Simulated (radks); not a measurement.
# Ionisation of Gd¹⁰⁺: one atom, several choices of exchange strength α

Aim: the ionisation energy of Gd¹⁰⁺ ([Kr] 4d10 4f5 5s2 5p1) to Gd¹¹⁺ ([Kr] 4d10 4f5 5s2) for each choice of exchange strength α, and which comes nearest the tabulated value.

The numbers are computed with radks (a radial shooting solver on a logarithmic mesh, Libxc functionals) version 1 (Dirac Kohn-Sham, spin-unpolarised, spherical densities, point nucleus; open shells fill j = l - 1/2 first), except any that are marked as measured or tabulated.

### 1 What is computed

```
element       : gadolinium (Z = 64)
charge        : +10
electrons     : 54
configuration : [Kr] 4d10 4f5 5s2 5p1
ion           : Gd¹¹⁺, [Kr] 4d10 4f5 5s2
choices       : α = 0.551; α = 0.585; α = 0.667; α = 0.812; α = 0.892; α = 1.015; α = 1.046
```

### 2 α = 0.551: Gd¹⁰⁺

Input:

```text
Z 64
configuration [Kr] 4d10 4f5 5s2 5p1
relativity Dirac
functional xalpha 0.551
spin unpolarised
j_filling energy
nucleus point
c 137.035999084
```

### 3 α = 0.551: Gd¹¹⁺

Settings, as their differences from step 2:

```diff
@@ -1,3 +1,3 @@
 Z 64
-configuration [Kr] 4d10 4f5 5s2 5p1
+configuration [Kr] 4d10 4f5 5s2
 relativity Dirac
```

### 4 α = 0.585: Gd¹⁰⁺

Input:

```text
Z 64
configuration [Kr] 4d10 4f5 5s2 5p1
relativity Dirac
functional xalpha 0.585
spin unpolarised
j_filling energy
nucleus point
c 137.035999084
```

### 5 α = 0.585: Gd¹¹⁺

Settings, as their differences from step 4:

```diff
@@ -1,3 +1,3 @@
 Z 64
-configuration [Kr] 4d10 4f5 5s2 5p1
+configuration [Kr] 4d10 4f5 5s2
 relativity Dirac
```

### 6 α = 0.667: Gd¹⁰⁺

Input:

```text
Z 64
configuration [Kr] 4d10 4f5 5s2 5p1
relativity Dirac
functional xalpha 0.667
spin unpolarised
j_filling energy
nucleus point
c 137.035999084
```

### 7 α = 0.667: Gd¹¹⁺

Settings, as their differences from step 6:

```diff
@@ -1,3 +1,3 @@
 Z 64
-configuration [Kr] 4d10 4f5 5s2 5p1
+configuration [Kr] 4d10 4f5 5s2
 relativity Dirac
```

### 8 α = 0.812: Gd¹⁰⁺

Input:

```text
Z 64
configuration [Kr] 4d10 4f5 5s2 5p1
relativity Dirac
functional xalpha 0.812
spin unpolarised
j_filling energy
nucleus point
c 137.035999084
```

### 9 α = 0.812: Gd¹¹⁺

Settings, as their differences from step 8:

```diff
@@ -1,3 +1,3 @@
 Z 64
-configuration [Kr] 4d10 4f5 5s2 5p1
+configuration [Kr] 4d10 4f5 5s2
 relativity Dirac
```

### 10 α = 0.892: Gd¹⁰⁺

Input:

```text
Z 64
configuration [Kr] 4d10 4f5 5s2 5p1
relativity Dirac
functional xalpha 0.892
spin unpolarised
j_filling energy
nucleus point
c 137.035999084
```

### 11 α = 0.892: Gd¹¹⁺

Settings, as their differences from step 10:

```diff
@@ -1,3 +1,3 @@
 Z 64
-configuration [Kr] 4d10 4f5 5s2 5p1
+configuration [Kr] 4d10 4f5 5s2
 relativity Dirac
```

### 12 α = 1.015: Gd¹⁰⁺

Input:

```text
Z 64
configuration [Kr] 4d10 4f5 5s2 5p1
relativity Dirac
functional xalpha 1.015
spin unpolarised
j_filling energy
nucleus point
c 137.035999084
```

### 13 α = 1.015: Gd¹¹⁺

Settings, as their differences from step 12:

```diff
@@ -1,3 +1,3 @@
 Z 64
-configuration [Kr] 4d10 4f5 5s2 5p1
+configuration [Kr] 4d10 4f5 5s2
 relativity Dirac
```

### 14 α = 1.046: Gd¹⁰⁺

Input:

```text
Z 64
configuration [Kr] 4d10 4f5 5s2 5p1
relativity Dirac
functional xalpha 1.046
spin unpolarised
j_filling energy
nucleus point
c 137.035999084
```

### 15 α = 1.046: Gd¹¹⁺

Settings, as their differences from step 14:

```diff
@@ -1,3 +1,3 @@
 Z 64
-configuration [Kr] 4d10 4f5 5s2 5p1
+configuration [Kr] 4d10 4f5 5s2
 relativity Dirac
```

What does the calculation give? Wanted: for each run, exchange strength α; E(Gd¹⁰⁺); Δ-SCF; −ε(HOMO); <r> HOMO; error.

The runs gave:

```
exchange strength α  E(Gd¹⁰⁺) (hartree)  Δ-SCF (eV)  −ε(HOMO) (eV)  <r> HOMO (bohr)  error (eV)
          α = 0.551         -11198.9447      173.63         161.64           0.7262       -9.37
          α = 0.585         -11210.6591      174.57         163.27           0.7228       -8.43
          α = 0.667         -11238.9581      176.84         167.23           0.7148       -6.16
          α = 0.812         -11289.1608      180.90         172.03            1.242       -2.10
          α = 0.892         -11316.9472      183.16         174.29            1.234       +0.16
          α = 1.015         -11359.7914      186.65         177.80            1.222       +3.65
          α = 1.046         -11370.6129      187.54         178.69            1.219       +4.54
```

**Reading.** The NIST Atomic Spectra Database lists 183 +/- 9 eV (theoretical). The smallest miss is that of α = 0.892 (+0.16 eV), the largest that of α = 0.551 (-9.37 eV). The ionisation energies span 13.90 eV, the total energies of Gd¹⁰⁺ 4671 eV: most of the change in the total cancels in the difference. α = 2/3 is LDA exchange; there is no correlation term. The tabulated value is met near α = 0.89. Spin polarisation and multiplet splitting are left out, so open shells lie too high by an amount that depends on their filling. The highest level changes shell from one choice to another, so −ε(HOMO) and Δ-SCF need not concern the same electron.
